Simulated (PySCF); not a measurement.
**SiNH5O3 (SMILES N[Si](O)(O)O): levels of theory compared**

Wanted: a comparison of 6 runs (HF/def2-SVP, HF/cc-pVTZ, r2SCAN/6-31G, BLYP/6-31G**, PBE/pcseg-1, MP2/STO-3G) of SiNH5O3. Input form: a Python script.

The calculation is run with PySCF 2.14.0.

### 1 Starting point

SiNH5O3 has 10 atoms, charge 0, and is taken as a singlet. SMILES: `N[Si](O)(O)O`. The shape is that of a PBE0-D4/def2-TZVP optimisation. This is one conformer, not always the lowest.

Bond lengths: N1–Si2 1.697 Å, Si2–O3 1.640 Å, Si2–O4 1.634 Å, Si2–O5 1.642 Å, N1–H6 1.006 Å, N1–H7 1.006 Å, O3–H8 0.958 Å, O4–H9 0.958 Å, O5–H10 0.958 Å. Some angles: N1–Si2–O3 118.5°, N1–Si2–O4 103.5°, N1–Si2–O5 108.9°, O3–Si2–O4 107.2°, O3–Si2–O5 103.3°, O4–Si2–O5 116.0°, Si2–N1–H6 119.6°, Si2–N1–H7 121.3°, Si2–O3–H8 115.6°, Si2–O4–H9 115.3°.

### 2 Energy and gradient at HF/def2-SVP (run 1)

job.py

```python
# N[Si](O)(O)O
from pyscf import gto, scf

molecule = gto.Mole()
molecule.atom = '''
N      1.056200    -1.087000     0.091200
Si    -0.160100     0.094500     0.023300
O     -0.099900     1.343300     1.085400
O     -1.526100    -0.744100     0.341400
O     -0.097400     0.839200    -1.438300
H      0.975700    -1.846500     0.746400
H      2.016600    -0.859800    -0.102600
H      0.175700     2.185000     0.720400
H     -2.237200    -0.236000     0.733800
H     -0.020600     0.260300    -2.198000
'''
molecule.charge = 0
molecule.verbose = 4
molecule.basis = 'def2-svp'
molecule.max_memory = 1860
molecule.spin = 0
molecule.build()

hf = scf.RHF(molecule)
hf.conv_tol = 1e-10
hf.kernel()
if not hf.converged:
    hf = hf.newton().run(hf.mo_coeff, hf.mo_occ)

e_tot = hf.e_tot
print('E = %.10f Eh' % e_tot)
grad = hf.nuc_grad_method().kernel()
hf.analyze()
```

Started as:

```sh
OMP_NUM_THREADS=1 python job.py
```

Log:

```text
PySCF version 2.14.0

[... 78 lines left out ...]
Total Energy =                        -570.758746726478194
[... 14 lines left out ...]
MO #8   energy= -4.28263257445542  occ= 2
[... 12 lines left out ...]
MO #21  energy= -0.539303347519661 occ= 2
[... 12 lines left out ...]
MO #34  energy= 0.366365077532409  occ= 0
[... 12 lines left out ...]
MO #47  energy= 1.05388788337372   occ= 0
[... 12 lines left out ...]
MO #60  energy= 1.49421773354286   occ= 0
[... 12 lines left out ...]
MO #73  energy= 2.03358342680649   occ= 0
[... 12 lines left out ...]
MO #86  energy= 3.21789485126258   occ= 0
[... 12 lines left out ...]
MO #99  energy= 4.12828456987762   occ= 0
[... 112 lines left out ...]
Dipole moment(X, Y, Z, Debye):  1.06385,  0.26277, -0.55574
```

It took 17 s on 1 thread of Intel Xeon at 2.70GHz, shared host; peak memory 0.21 GiB.

### 3 Energy and forces at HF/cc-pVTZ (run 2)

input.py

```python
from pyscf import gto, scf

system = gto.Mole()
system.atom = [
    ('N', (1.056200, -1.087000, 0.091200)),
    ('Si', (-0.160100, 0.094500, 0.023300)),
    ('O', (-0.099900, 1.343300, 1.085400)),
    ('O', (-1.526100, -0.744100, 0.341400)),
    ('O', (-0.097400, 0.839200, -1.438300)),
    ('H', (0.975700, -1.846500, 0.746400)),
    ('H', (2.016600, -0.859800, -0.102600)),
    ('H', (0.175700, 2.185000, 0.720400)),
    ('H', (-2.237200, -0.236000, 0.733800)),
    ('H', (-0.020600, 0.260300, -2.198000)),
]
system.spin = 0
system.max_memory = 1860
system.verbose = 4
system.basis = 'cc-pvtz'
system.build()

calc0 = scf.RHF(system)
calc0.conv_tol = 1e-10
calc0.kernel()
if not calc0.converged:
    calc0 = calc0.newton().run(calc0.mo_coeff, calc0.mo_occ)

e_final = calc0.e_tot
print('E(%s) = %.9f' % ('HF', e_final))
grad = calc0.nuc_grad_method().kernel()
calc0.analyze()
```

Started as:

```sh
OMP_NUM_THREADS=1 python input.py
```

Log:

```text
PySCF version 2.14.0

[... 95 lines left out ...]
MO #8   energy= -4.2615856396366   occ= 2
[... 26 lines left out ...]
MO #35  energy= 0.402750644400628  occ= 0
[... 26 lines left out ...]
MO #62  energy= 1.00324614129443   occ= 0
[... 26 lines left out ...]
MO #89  energy= 1.75799777728062   occ= 0
[... 26 lines left out ...]
MO #116 energy= 3.04522621204746   occ= 0
[... 26 lines left out ...]
MO #143 energy= 4.14459918542432   occ= 0
[... 26 lines left out ...]
MO #170 energy= 5.18575965050185   occ= 0
[... 26 lines left out ...]
MO #197 energy= 6.96606163631578   occ= 0
[... 26 lines left out ...]
MO #224 energy= 12.7614544344255   occ= 0
[... 237 lines left out ...]
Dipole moment(X, Y, Z, Debye):  0.97787,  0.22410, -0.50471
```

It took 5.3 min on 1 thread of Intel Xeon at 2.70GHz, shared host; peak memory 0.13 GiB.

Runs 3 to 5 aren't shown in full; the table further down has their settings and results.

### 4 Energy and gradient at MP2/STO-3G (run 6)

job.py

```python
from pyscf import gto, mp

mol = gto.M(
    atom=[
    ('N', (1.056200, -1.087000, 0.091200)),
    ('Si', (-0.160100, 0.094500, 0.023300)),
    ('O', (-0.099900, 1.343300, 1.085400)),
    ('O', (-1.526100, -0.744100, 0.341400)),
    ('O', (-0.097400, 0.839200, -1.438300)),
    ('H', (0.975700, -1.846500, 0.746400)),
    ('H', (2.016600, -0.859800, -0.102600)),
    ('H', (0.175700, 2.185000, 0.720400)),
    ('H', (-2.237200, -0.236000, 0.733800)),
    ('H', (-0.020600, 0.260300, -2.198000)),
],
    basis='sto-3g',
    max_memory=1860,
    verbose=3,
)

hf = mol.RHF()
hf.conv_tol = 1e-10
hf.kernel()
if not hf.converged:
    hf = hf.newton().run(hf.mo_coeff, hf.mo_occ)

pt = mp.MP2(hf, frozen=9).run()
e_final = pt.e_tot
print('E(%s) = %.9f' % ('MP2', e_final))
grad = pt.nuc_grad_method().kernel()
hf.analyze()
```

Started as:

```sh
OMP_NUM_THREADS=1 python job.py
```

Log:

```text
converged SCF energy = -563.8504258592
E(RMP2) = -564.021028153786  E_corr = -0.170602294585961
E(SCS-RMP2) = -564.032875474046  E_corr = -0.182449614846373
E(MP2) = -564.021028154
--------------- RMP2 gradients ---------------
         x                y                z
0 N     0.0235473436    -0.0082928843     0.0136506276
1 Si    -0.0070315757    -0.0039308802     0.0084834922
2 O     0.0162728940     0.0334327754    -0.0455108799
3 O    -0.0201732087     0.0525980509     0.0190300731
4 O     0.0053587725    -0.0517016769    -0.0231824343
5 H    -0.0019237498     0.0193413223    -0.0174998723
6 H    -0.0262928311    -0.0047848724     0.0016035149
7 H    -0.0163189275    -0.0389777145     0.0302193568
8 H     0.0307869594    -0.0368225287    -0.0200389239
9 H    -0.0042256767     0.0391384083     0.0332450457
----------------------------------------------
**** MO energy ****
MO #1   energy= -68.080182136278   occ= 2
MO #2   energy= -20.1714367424301  occ= 2
MO #3   energy= -20.1692732854511  occ= 2
MO #4   energy= -20.1676753423173  occ= 2
MO #5   energy= -15.2347875974408  occ= 2
MO #6   energy= -6.05036785764216  occ= 2
MO #7   energy= -4.07718968592014  occ= 2
MO #8   energy= -4.07689270837091  occ= 2
MO #9   energy= -4.0762073112883   occ= 2
MO #10  energy= -1.27435337489176  occ= 2
MO #11  energy= -1.23146863122412  occ= 2
MO #12  energy= -1.22459039304798  occ= 2
MO #13  energy= -1.05782440665417  occ= 2
MO #14  energy= -0.676377914071934 occ= 2
MO #15  energy= -0.605441993672816 occ= 2
MO #16  energy= -0.578153978360098 occ= 2
MO #17  energy= -0.568433434637342 occ= 2
MO #18  energy= -0.519506995317661 occ= 2
MO #19  energy= -0.444125581636025 occ= 2
MO #20  energy= -0.408153975740071 occ= 2
MO #21  energy= -0.394379654098998 occ= 2
MO #22  energy= -0.370160434790633 occ= 2
MO #23  energy= -0.352818234562358 occ= 2
MO #24  energy= -0.351741752680158 occ= 2
MO #25  energy= -0.317844482905014 occ= 2
MO #26  energy= 0.468816200491647  occ= 0
MO #27  energy= 0.535749914007089  occ= 0
MO #28  energy= 0.549337641924656  occ= 0
MO #29  energy= 0.584021372488729  occ= 0
MO #30  energy= 0.721482793177891  occ= 0
MO #31  energy= 0.739899489930847  occ= 0
MO #32  energy= 0.749886877247642  occ= 0
MO #33  energy= 0.784844039814332  occ= 0
MO #34  energy= 0.839732043592634  occ= 0
 ** Mulliken atomic charges  **
charge of    0N =     -0.48246
charge of    1Si =      1.09976
charge of    2O =     -0.41206
charge of    3O =     -0.40234
charge of    4O =     -0.41232
charge of    5H =      0.11406
charge of    6H =      0.10724
charge of    7H =      0.13063
charge of    8H =      0.12940
charge of    9H =      0.12809
Dipole moment(X, Y, Z, Debye):  0.80970,  0.35246, -0.25436
```

It took 5.4 s on 1 thread of Intel Xeon at 2.70GHz, shared host; peak memory 0.13 GiB.

### 5 Overview of the runs

| run | level | integration grid | frozen core orbitals | energy (Eh) | dipole moment (D) of the reference | HOMO energy (eV) | LUMO energy (eV) | wall time |
| --- | --- | --- | --- | --- | --- | --- | --- | --- |
| 1 | HF/def2-SVP | – | – | -570.758747 | 1.23 | -11.24 | 4.40 | 17 s |
| 2 | HF/cc-pVTZ | – | – | -571.223512 | 1.12 | -11.30 | 3.48 | 5.3 min |
| 3 | r2SCAN/6-31G | 5 | – | -572.738315 | 1.51 | -6.27 | 0.68 | 43 s |
| 4 | BLYP/6-31G** (spherical functions) | 5 | – | -573.007465 | 1.11 | -5.43 | 0.61 | 62 s |
| 5 | PBE/pcseg-1 | 5 | – | -572.583425 | 1.16 | -5.97 | -0.09 | 55 s |
| 6 | MP2/STO-3G | – | 9 | -564.021028 | 0.92 | -8.65 | 12.76 | 5.4 s |

### 6 Results

| quantity | value |
| --- | --- |
| run 6: total energy | -564.02103 Eh |
| run 6: dipole moment (Hartree–Fock density) | 0.92 D |
| run 6: HOMO energy (Hartree–Fock orbitals) | -8.65 eV |
| run 6: LUMO energy (Hartree–Fock orbitals) | 12.76 eV |
| run 6: HOMO–LUMO gap (Hartree–Fock orbitals) | 21.41 eV |
| run 6: correlation energy (9 core orbitals frozen) | -170.6 mEh |
| run 6: largest force on an atom | 3.058 eV/Å |

What this shows: Over runs 1, 2, 3, 4, 5 the dipole moment (its size) runs from 1.11 D (BLYP/6-31G**) to 1.51 D (r2SCAN/6-31G). The two ends differ in method and basis. Over runs 1, 2, 3, 4, 5 the HOMO–LUMO gap runs from 5.88 eV (PBE/pcseg-1) to 15.65 eV (HF/def2-SVP). Totals of different functionals can't be ranked against each other. In run 6 the basis is minimal, so the values are rough. All runs together took 8.3 min, the longest 5.3 min.
